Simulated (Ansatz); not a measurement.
# KMgF3: the cost of one run

Computed with Ansatz 0.2.0 (DFT PBE, scalar-relativistic, plane waves, PAW, unless a step's input says otherwise).

1 further run of the same task is left out (set aside as unsound or not needed).

## (1) The system as given

Symmetry: Pm-3m, No. 221, cubic system. Conventional cell: a = 4.054 Å, b = 4.054 Å, c = 4.054 Å, α = 90.00°, β = 90.00°, γ = 90.00°. K (site symmetry m-3m) is surrounded by 12 F at 2.87 Å. Mg (site symmetry m-3m) has 6 F at 2.03 Å as nearest neighbours. F (site symmetry 4/mmm) has 2 Mg at 2.03 Å and 4 K at 2.87 Å as nearest neighbours.

Structure file:

```cif
data_structure
_symmetry_space_group_name_H-M 'P 1'
_symmetry_Int_Tables_number 1
_cell_length_a 4.0542
_cell_length_b 4.0542
_cell_length_c 4.0542
_cell_angle_alpha 90.000
_cell_angle_beta 90.000
_cell_angle_gamma 90.000
_cell_volume 66.64
loop_
_atom_site_label
_atom_site_type_symbol
_atom_site_fract_x
_atom_site_fract_y
_atom_site_fract_z
_atom_site_occupancy
K1 K 0.50000 0.50000 0.50000 1
Mg1 Mg 0.00000 0.00000 0.00000 1
F1 F 0.50000 0.00000 0.00000 1
F2 F 0.00000 0.50000 0.00000 1
F3 F 0.00000 0.00000 0.50000 1
```

It is the result of an earlier relaxation at this level (volume 13.33 Å³/atom; gap on the mesh: 6.96 eV).

## (2) Volume × 0.97

Input file input.yaml:

```yaml
crystal:
  lattice:
    - [4.0132322251, 0.0, 0.0]
    - [0.0, 4.0132322251, 0.0]
    - [0.0, 0.0, 4.0132322251]
  atoms:
    - { symbol: K, position: [0.5, 0.5, 0.5] }
    - { symbol: Mg, position: [0.0, 0.0, 0.0] }
    - { symbol: F, position: [0.5, 0.0, 0.0] }
    - { symbol: F, position: [0.0, 0.5, 0.0] }
    - { symbol: F, position: [0.0, 0.0, 0.5] }
basis:
  ecutwfc: 420
kpoints:
  mp_grid: { grid: [6, 6, 6] }
hamiltonian:
  xc: pbe
scf:
  occupations: { method: gaussian, width: 0.02 }
output:
  forces: true
  stress: true
  eigenvalues: true
```

Command:

```
> ansatz run input.yaml --threads 1 --pin off --max-ram 2560MiB --backend cpu --events-out ev --progress --plain --runs-dir out
```

**Question.** How long does this run take on 1 thread of Intel Xeon Platinum 8488C (Sapphire Rapids), shared host, and how much memory does it need?

About 1.2 s, with a peak of 0.37 GiB.
